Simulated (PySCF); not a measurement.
# C4H8GeSSi: runs on many settings, part 2 of 2

PySCF 2.14.0. Atoms count from 0.

## 5. Indirect couplings: mPW1PW91/pcSseg-1 in chloroform

The job: settings as JSON, then the geometry in Å.

```
{"job": {"kind": "j", "xc": "mPW1PW91", "basis": "pcSseg-1", "solvent": "chloroform"}, "charge": 0, "multiplicity": 1}
Ge    -2.786988     0.493446    -0.302020
Si    -1.219789    -1.071084     0.454695
C      0.498666    -0.342756     0.306074
C      1.506606    -0.665424    -0.554380
C      2.658489     0.135770    -0.407531
C      2.516140     1.069402     0.567708
S      0.975432     0.982610     1.320086
H     -2.553460     1.012224    -1.690486
H     -2.894411     1.743533     0.518595
H     -4.199668    -0.008946    -0.357043
H     -1.235265    -2.291400    -0.357728
H     -1.460884    -1.419100     1.859204
H      1.421186    -1.459948    -1.274627
H      3.548368     0.022761    -1.001142
H      3.221164     1.806902     0.896682
```

Method: mPW1PW91/pcSseg-1 indirect spin-spin coupling, non-relativistic, IEF-PCM chloroform.

The program printed:

```text
coarse grid: 60640 points
cycle   1  E = -2921.7533154820  dE =  3.229e-01  |g| = 8.585e-01  |ddm| = 3.905e+00
cycle   2  E = -2921.7255951922  dE =  2.772e-02  |g| = 8.630e-01  |ddm| = 9.643e-01
cycle   3  E = -2921.8081209578  dE = -8.253e-02  |g| = 1.243e-01  |ddm| = 6.799e-01
cycle   4  E = -2921.8112899043  dE = -3.169e-03  |g| = 5.721e-02  |ddm| = 1.837e-01
cycle   5  E = -2921.8120703218  dE = -7.804e-04  |g| = 7.703e-03  |ddm| = 5.891e-02
cycle   6  E = -2921.8120813458  dE = -1.102e-05  |g| = 3.476e-03  |ddm| = 9.976e-03
cycle   7  E = -2921.8120841564  dE = -2.811e-06  |g| = 9.215e-04  |ddm| = 3.582e-03
final grid: 124520 points
cycle   8  E = -2921.8120461601  dE =  3.909e-07  |g| = 1.581e-03  |ddm| = 2.772e-03
cycle   9  E = -2921.8120445451  dE =  1.615e-06  |g| = 2.916e-03  |ddm| = 4.035e-03
cycle  10  E = -2921.8120468185  dE = -2.273e-06  |g| = 1.463e-04  |ddm| = 2.640e-03
cycle  11  E = -2921.8120468222  dE = -3.685e-09  |g| = 2.160e-05  |ddm| = 1.280e-04
cycle  12  E = -2921.8120468223  dE = -7.049e-11  |g| = 5.589e-06  |ddm| = 2.768e-05
converged SCF energy = -2921.8120468223

Indirect spin-spin couplings (Hz)
  i      j    bonds     total        FC       PSO       DSO        SD
  1 Si   2 C    1    -73.050   -73.572     1.895    -0.174    -1.200
  1 Si   3 C    2     -1.879    -1.808    -0.007    -0.015    -0.048
  1 Si   4 C    3     -5.908    -5.804    -0.067     0.033    -0.070
  1 Si   5 C    3     -1.706    -1.499    -0.146     0.043    -0.105
  1 Si   6 S    2     -6.111    -6.178     0.018    -0.006     0.055
  1 Si   7 H    2     -4.874    -5.185    -0.043     0.414    -0.060
  1 Si   8 H    2     -5.211    -5.520    -0.044     0.416    -0.063
  1 Si   9 H    2     -6.911    -7.207    -0.043     0.411    -0.072
  1 Si  10 H    1   -206.462  -206.419     0.717    -0.413    -0.347
  1 Si  11 H    1   -207.045  -206.988     0.709    -0.419    -0.347
  1 Si  12 H    3     -3.568    -3.546     0.031    -0.078     0.025
  1 Si  14 H    4     -1.509    -1.517    -0.197     0.227    -0.022
  2 C    3 C    1     82.736    90.050    -7.629     0.315         -
  2 C    4 C    2     -3.086    -3.086    -0.038     0.037         -
  2 C    5 C    2      6.554     7.942    -1.430     0.041         -
  2 C    6 S    1    -14.621    -8.601    -6.080     0.061         -
  2 C    7 H    3     -0.247    -0.261    -0.037     0.051         -
  2 C    8 H    3     -0.694    -0.625    -0.028    -0.041         -
  2 C    9 H    3      6.441     6.871     0.109    -0.539         -
  2 C   10 H    2      2.675     2.735    -0.148     0.089         -
  2 C   11 H    2     -0.116    -0.079    -0.109     0.072         -
  2 C   12 H    2      4.742     5.889    -0.985    -0.162         -
  2 C   13 H    3      8.531     8.602     0.369    -0.440         -
  2 C   14 H    3      1.580     1.941     0.125    -0.486         -
  3 C    4 C    1     75.724    80.502    -5.041     0.263         -
  3 C    5 C    2     -1.399    -1.361    -0.059     0.021         -
  3 C    6 S    2     -0.655    -0.090    -0.566     0.000         -
  3 C    9 H    4      0.529     0.787     0.123    -0.381         -
  3 C   10 H    3      1.418     1.442    -0.189     0.165         -
  3 C   11 H    3      4.064     4.172     0.125    -0.233         -
  3 C   12 H    1    163.687   162.330     0.348     1.009         -
  3 C   13 H    2      1.527     2.351    -0.513    -0.311         -
  3 C   14 H    3      9.419     9.624     0.315    -0.519         -
  4 C    5 C    1     89.713    97.027    -7.570     0.257         -
  4 C    6 S    2     -0.098     0.350    -0.445    -0.004         -
  4 C   10 H    4     -0.372    -0.339     0.116    -0.149         -
  4 C   11 H    4     -0.642    -0.525     0.115    -0.231         -
  4 C   12 H    2      1.960     2.760    -0.503    -0.297         -
  4 C   13 H    1    163.405   162.017     0.470     0.919         -
  4 C   14 H    2     -0.240     0.895    -0.697    -0.439         -
  5 C    6 S    1    -12.208    -5.855    -6.401     0.047         -
  5 C   10 H    4      0.797     0.937     0.106    -0.246         -
  5 C   11 H    4      1.073     1.205     0.103    -0.235         -
  5 C   12 H    3      8.941     9.079     0.362    -0.499         -
  5 C   13 H    2      2.711     3.963    -0.889    -0.363         -
  5 C   14 H    1    182.164   181.143     0.044     0.977         -
  6 S    8 H    4      0.298     0.262    -0.023     0.059         -
  6 S   10 H    3      4.166     4.252     0.005    -0.091         -
  6 S   11 H    3      0.172     0.180    -0.035     0.027         -
  6 S   12 H    3      2.259     2.328     0.069    -0.138         -
  6 S   13 H    3      2.244     2.276     0.112    -0.144         -
  6 S   14 H    2      7.380     8.544    -1.090    -0.074         -
  7 H    8 H    2     -8.907    -6.429     1.013    -3.491         -
  7 H    9 H    2     -9.220    -6.728     1.045    -3.537         -
  7 H   10 H    3     -1.485    -0.873     0.260    -0.872         -
  7 H   11 H    3      8.883    11.024     0.969    -3.109         -
  7 H   12 H    5      0.205     0.036    -0.048     0.217         -
  8 H    9 H    2     -9.512    -6.994     1.055    -3.574         -
  8 H   10 H    3      9.088    11.232     0.958    -3.102         -
  8 H   11 H    3     -1.132    -0.686     0.191    -0.638         -
  8 H   12 H    5     -0.689    -0.015     0.532    -1.206         -
  8 H   13 H    6     -0.265     0.009     0.491    -0.765         -
  9 H   10 H    3     -1.307    -0.810     0.214    -0.711         -
  9 H   11 H    3     -1.815    -1.188     0.284    -0.911         -
  9 H   12 H    5     -0.971    -0.184     0.383    -1.170         -
  9 H   13 H    6     -0.414     0.199     0.528    -1.141         -
  9 H   14 H    6     -0.882    -0.165     0.539    -1.256         -
 10 H   11 H    2     -3.295    -2.488     0.733    -1.540         -
 10 H   12 H    4      0.479    -0.121    -0.860     1.461         -
 10 H   14 H    5      0.570     0.923     0.775    -1.127         -
 11 H   12 H    4     -1.066    -0.656     0.579    -0.989         -
 11 H   13 H    5      0.231     0.513     0.746    -1.029         -
 11 H   14 H    5     -0.975    -0.659     0.660    -0.976         -
 12 H   13 H    3      2.905     2.947     0.562    -0.604         -
 13 H   14 H    3      4.187     4.379     0.689    -0.881         -
```

Wall time 80 s (1 thread of Intel Xeon at 2.70GHz, shared host); peak memory 1 GiB.

This basis has no tight s functions, so the Fermi-contact terms are rough.

A choice of the couplings up to four bonds, sorted by the number of bonds, with means over like pairs; isotopes 13C, 1H, 33S, 29Si:

| pair | bonds | J (Hz) | Fermi contact (Hz) | dihedral (°) |
| --- | --- | --- | --- | --- |
| Si1–H10 | 1 | -206.8 | -206.7 | – |
| C5–H14 | 1 | 182.2 | 181.1 | – |
| C3–H12 | 1 | 163.7 | 162.3 | – |
| C4–H13 | 1 | 163.4 | 162.0 | – |
| C4–C5 | 1 | 89.7 | 97.0 | – |
| C2–C3 | 1 | 82.7 | 90.0 | – |
| C3–C4 | 1 | 75.7 | 80.5 | – |
| Si1–C2 | 1 | -73.0 | -73.6 | – |
| C2–S6 | 1 | -14.6 | -8.6 | – |
| H7–H8 | 2 | -9.2 | -6.7 | – |
| S6–H14 | 2 | 7.4 | 8.5 | – |
| C2–C5 | 2 | 6.6 | 7.9 | – |
| Si1–S6 | 2 | -6.1 | -6.2 | – |
| Si1–H7 | 2 | -5.7 | -6.0 | – |
| C2–H12 | 2 | 4.7 | 5.9 | – |
| H10–H11 | 2 | -3.3 | -2.5 | – |
| C2–C4 | 2 | -3.1 | -3.1 | – |
| C5–H13 | 2 | 2.7 | 4.0 | – |
| C3–H14 | 3 | 9.4 | 9.6 | 180 |
| C5–H12 | 3 | 8.9 | 9.1 | 180 |
| C2–H13 | 3 | 8.5 | 8.6 | 180 |
| Si1–C4 | 3 | -5.9 | -5.8 | 178 |
| H13–H14 | 3 | 4.2 | 4.4 | 0 |
| Si1–H12 | 3 | -3.6 | -3.5 | -2 |
| H12–H13 | 3 | 2.9 | 2.9 | 0 |
| C3–H10 | 3 | 2.7 | 2.8 | – |
| S6–H12 | 3 | 2.3 | 2.3 | -180 |
| Si1–H14 | 4 | -1.5 | -1.5 | – |

The spin-dipole term was solved for some atoms only; pairs without it lack that part.

The response was solved for the nuclei of C, H, Si alone, so couplings that need other nuclei can be missing.

Quadrupole couplings from the field gradients of the same density:

| atom | isotope | eQq/h (MHz) | η |
| --- | --- | --- | --- |
| S6 | 33S | -29.3 | 0.51 |
| Ge0 | 73Ge | 4.527 | 0.14 |

Shifts (PBE0/pcSseg-1, unscaled) and these couplings together give the proton spectrum at 400 MHz below.

1H NMR δ 7.63 (d, J = 4.2 Hz, 1H), 7.48 (d, J = 2.9 Hz, 1H), 7.27 (dd, J = 4.2, 2.9 Hz, 1H), 4.94 (q, J = 2.0 Hz, 2H), 3.14 (t, J = 2.0 Hz, 3H). The letters are first-order; like nuclei with unlike couplings give more lines.

## 6. Ultraviolet spectrum: HSE06/STO-3G

Same as in step 5 but for these lines:

```diff
@@ -1,2 +1,2 @@
-{"job": {"kind": "j", "xc": "mPW1PW91", "basis": "pcSseg-1", "solvent": "chloroform"}, "charge": 0, "multiplicity": 1}
+{"job": {"kind": "uv", "xc": "HSE06", "basis": "STO-3G", "nstates": 1, "ntriplets": 0, "tda": false}, "charge": 0, "multiplicity": 1}
 Ge    -2.786988     0.493446    -0.302020
```

Method: TDDFT HSE06/STO-3G, vertical, gas phase, core orbitals frozen in the response.

The program printed:

```text
coarse grid: 60640 points
cycle   1  E = -2887.6749892306  dE = -1.619e+00  |g| = 5.057e-01  |ddm| = 5.138e+00
cycle   2  E = -2887.5931855261  dE =  8.180e-02  |g| = 7.801e-01  |ddm| = 2.225e+00
cycle   3  E = -2887.7903499863  dE = -1.972e-01  |g| = 8.221e-02  |ddm| = 1.290e+00
cycle   4  E = -2887.7906591174  dE = -3.091e-04  |g| = 7.983e-02  |ddm| = 2.253e-01
cycle   5  E = -2887.7927513122  dE = -2.092e-03  |g| = 7.393e-03  |ddm| = 1.189e-01
cycle   6  E = -2887.7927702738  dE = -1.896e-05  |g| = 1.929e-03  |ddm| = 1.387e-02
cycle   7  E = -2887.7927713924  dE = -1.119e-06  |g| = 6.927e-04  |ddm| = 3.505e-03
final grid: 124520 points
cycle   8  E = -2887.7924975411  dE =  1.547e-07  |g| = 1.054e-03  |ddm| = 2.297e-03
cycle   9  E = -2887.7924969852  dE =  5.558e-07  |g| = 1.712e-03  |ddm| = 3.377e-03
cycle  10  E = -2887.7924978771  dE = -8.918e-07  |g| = 1.153e-04  |ddm| = 2.140e-03
cycle  11  E = -2887.7924978825  dE = -5.390e-09  |g| = 2.137e-05  |ddm| = 2.226e-04
cycle  12  E = -2887.7924978826  dE = -1.737e-10  |g| = 4.463e-06  |ddm| = 3.629e-05
converged SCF energy = -2887.7924978826

Static polarisability (au): isotropic 54.939, principal 33.626 55.724 75.466

Singlet excitations
state   eV       nm        f      main configurations
  1   6.9342    178.8   0.16854   H->L 0.59, H-1->L 0.31
```

It took 15 s on 1 thread of Intel Xeon at 2.70GHz, shared host; peak memory 0.47 GiB.

Key values: HOMO -4.00 eV, LUMO 2.51 eV; lowest singlet 6.93 eV.

## 7. Side by side: electronic excitations

Excitations and ground-state properties, with basis size and wall time:

| run | lowest singlet (eV) | brightest (eV) | f | gap (eV) | α (Å³) | μ (D) | functions | time |
| --- | --- | --- | --- | --- | --- | --- | --- | --- |
| PBE0/def2-SVPD | 5.37 | 5.37 | 0.230 | 6.07 | 18.31 | 1.28 | 233 | 62 s |
| HSE06/STO-3G | 6.93 | 6.93 | 0.169 | 6.51 | 8.14 | 0.55 | 64 | 15 s |

## 8. What came out

This closing draws on all 2 parts.

| quantity | value |
| --- | --- |
| 13C shifts against TMS (PBE0/pcSseg-1) | 143.4, 141.4, 138.0, 131.9 ppm |
| 1H shifts against TMS (PBE0/pcSseg-1, means over atoms taken as alike) | 7.63, 7.48, 7.27, 4.94, 3.14 ppm |
| 73Ge shifts against GeMe4 (PBE0/pcSseg-1) | -368 ppm |
| 29Si shifts against TMS (PBE0/pcSseg-1) | -74.8 ppm |
| 33S shifts against CS2 (PBE0/pcSseg-1) | 265 ppm |
| lowest singlet (PBE0/def2-SVPD) | 5.37 eV (231 nm), f = 0.230 |
| lowest triplet | 3.65 eV |
| largest coupling of the table (mPW1PW91/pcSseg-1) | 1J(Si,H) Si1–H10, -206.8 Hz |
| range of the lowest singlet | 5.37 to 6.93 eV |
| property runs in this session | 5, of which 1 failed and 1 gave unsound results |

What this shows: Single values in the summary come from the first run of each kind that ended normally (PBE0/pcSseg-1; PBE0/def2-SVPD; mPW1PW91/pcSseg-1), which need not be the best level. At PBE0/pcSseg-1: The largest span, 314 ppm, is at S6, where the paramagnetic term is -819 ppm. NICS(1)zz of -28 ppm above the planar ring from C2 marks a diatropic (aromatic) ring current. The first singlet state (HOMO→LUMO 0.92) lies at 5.37 eV and is bright. The lowest triplet lies 1.72 eV below the lowest singlet (triplets in Tamm-Dancoff, singlets in full TDDFT). Of the pairs tabulated at mPW1PW91/pcSseg-1, Si1–H10 (mean over like pairs) couples most strongly (-206.8 Hz; Fermi contact -206.7 Hz). Couplings across rotatable bonds belong to this one conformer; where others are populated, the observed values are averages. The lowest singlet runs from 5.37 eV (PBE0/def2-SVPD) to 6.93 eV (HSE06/STO-3G), while the orbital gap spans 6.07 to 6.51 eV. A minimal basis can't describe excited states, so its value is no measure of the functional. The lowest state need not be the same one in every run. The runs solved for a few states only, so the brightest column depends on that window. Spin-orbit coupling is left out, which matters for shieldings and couplings at and beside the heavy atoms. Couplings from bases without tight functions are rough.
